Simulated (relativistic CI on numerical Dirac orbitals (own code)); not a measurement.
# Hf⁺: one ion under different settings

How much do the settings matter for Hf⁺? One ion, several inputs.

The numbers are computed with relativistic CI on numerical Dirac orbitals (own code) version 3 (Dirac-Coulomb-Breit CI, KLI orbitals optimised for each configuration, model QED (radiative potential, 1s self-energy scaled to tabulated hydrogen-like ionisation energies), numerical settings as typed), except any that are marked as measured or tabulated.

### Step 1. The atom as given

| Quantity | Value |
| --- | --- |
| ion | Hf⁺ (Hf II) |
| nuclear charge | 72 |
| electrons | 71 |
| isotope | A = 180 |

### Step 2. The usual input

Settings, as recorded:

```ini
atom Hf  Z=72  charge=1  electrons=71
nucleus A=180  rms_radius_fm=5.3470
hamiltonian dirac-coulomb  breit=on  qed=on  c_scale=1
orbitals kli  potential=per-configuration
slater_scale 1
correlation none
mixing on
grid step=0.0125 r_max=129.7
scf mixing=0.4 start=green max_iterations=150 tolerance=2e-08 node_fill=0.05
configurations
  [Xe] 4f14 5d 6s2
  [Xe] 4f14 5d2 6s
  [Xe] 4f14 5d3
end
```

Started as:

```bash
python run_levels.py task.json out
```

The settings of every run stand in task.json; they run in order.

### Step 3. QED terms off, grid step 0.04, iteration limit 20

Settings, as recorded:

```ini
atom Hf  Z=72  charge=1  electrons=71
nucleus A=180  rms_radius_fm=5.3470
hamiltonian dirac-coulomb  breit=on  qed=off  c_scale=1
orbitals kli  potential=per-configuration
slater_scale 1
correlation none
mixing on
grid step=0.04 r_max=129.7
scf mixing=0.4 start=green max_iterations=20 tolerance=2e-08 node_fill=0.05
configurations
  [Xe] 4f14 5d 6s2
  [Xe] 4f14 5d2 6s
  [Xe] 4f14 5d3
end
```

### Step 4. Breit term off, iteration limit 30, grid step 0.02

Settings, as recorded:

```ini
atom Hf  Z=72  charge=1  electrons=71
nucleus A=180  rms_radius_fm=5.3470
hamiltonian dirac-coulomb  breit=off  qed=on  c_scale=1
orbitals kli  potential=per-configuration
slater_scale 1
correlation none
mixing on
grid step=0.02 r_max=129.7
scf mixing=0.4 start=green max_iterations=30 tolerance=2e-08 node_fill=0.05
configurations
  [Xe] 4f14 5d 6s2
  [Xe] 4f14 5d2 6s
  [Xe] 4f14 5d3
end
```

### Step 5. QED terms off

Settings, as recorded:

```ini
atom Hf  Z=72  charge=1  electrons=71
nucleus A=180  rms_radius_fm=5.3470
hamiltonian dirac-coulomb  breit=on  qed=off  c_scale=1
orbitals kli  potential=per-configuration
slater_scale 1
correlation none
mixing on
grid step=0.0125 r_max=129.7
scf mixing=0.4 start=green max_iterations=150 tolerance=2e-08 node_fill=0.05
configurations
  [Xe] 4f14 5d 6s2
  [Xe] 4f14 5d2 6s
  [Xe] 4f14 5d3
end
```

### Step 6. Breit term off, speed-of-light factor 2, tolerance 0.0001

Settings, as recorded:

```ini
atom Hf  Z=72  charge=1  electrons=71
nucleus A=180  rms_radius_fm=5.3470
hamiltonian dirac-coulomb  breit=off  qed=on  c_scale=2
orbitals kli  potential=per-configuration
slater_scale 1
correlation none
mixing on
grid step=0.0125 r_max=129.7
scf mixing=0.4 start=green max_iterations=150 tolerance=0.0001 node_fill=0.05
configurations
  [Xe] 4f14 5d 6s2
  [Xe] 4f14 5d2 6s
  [Xe] 4f14 5d3
end
```

### Step 7. Node fill 50

Settings, as recorded:

```ini
atom Hf  Z=72  charge=1  electrons=71
nucleus A=180  rms_radius_fm=5.3470
hamiltonian dirac-coulomb  breit=on  qed=on  c_scale=1
orbitals kli  potential=per-configuration
slater_scale 1
correlation none
mixing on
grid step=0.0125 r_max=129.7
scf mixing=0.4 start=green max_iterations=51 tolerance=2e-08 node_fill=50
configurations
  [Xe] 4f14 5d 6s2
  [Xe] 4f14 5d2 6s
  [Xe] 4f14 5d3
end
```

(Steps that only read results are left out.)

What does the calculation give? Wanted: lowest level, usual settings; total energy; first excitation.

**Answer**, as computed:

| setting | total energy less usual (Ha) | largest shift of a level among the lowest eight of both runs, same label and place (cm⁻¹) | SCF iterations | time | lowest level | kind of change |
| --- | --- | --- | --- | --- | --- | --- |
| usual | 0 | 0 | 43 | 0.54 s | 5d 6s2 2D3/2 | - |
| QED terms off, grid step 0.04, iteration limit 20 | -10.6 | 87.5 | 41 | 0.17 s | 5d 6s2 2D3/2 | model term |
| Breit term off, iteration limit 30, grid step 0.02 | -15.6 | 213 | 41 | 0.31 s | 5d 6s2 2D3/2 | model term |
| QED terms off | -10.6 | 87.6 | 43 | 0.5 s | 5d 6s2 2D3/2 | model term |
| Breit term off, speed-of-light factor 2, tolerance 0.0001 | 576 | 22400 | 34 | 0.43 s | 5d2 6s 4F3/2 | unphysical constant |
| node fill 50 | 1.36 | 4050 | 45 | 0.58 s | 5d 6s2 2D3/2 + 5d2 6s 4F | unsound |

```
                    quantity           value
lowest level, usual settings    5d 6s2 2D3/2
                total energy  -15062.3471 Ha
            first excitation     2132.8 cm⁻¹
```

What this shows: The lowest level changes under «Breit term off, speed-of-light factor 2, tolerance 0.0001». Among the runs whose levels can be followed, they move most under «Breit term off, speed-of-light factor 2, tolerance 0.0001» (unphysical constant), by up to 22400 cm⁻¹. Only the listed configurations are in the model. In a near-neutral ion this small CI can misplace whole configurations by 10,000 cm⁻¹ or more, above all where the count of f electrons changes.
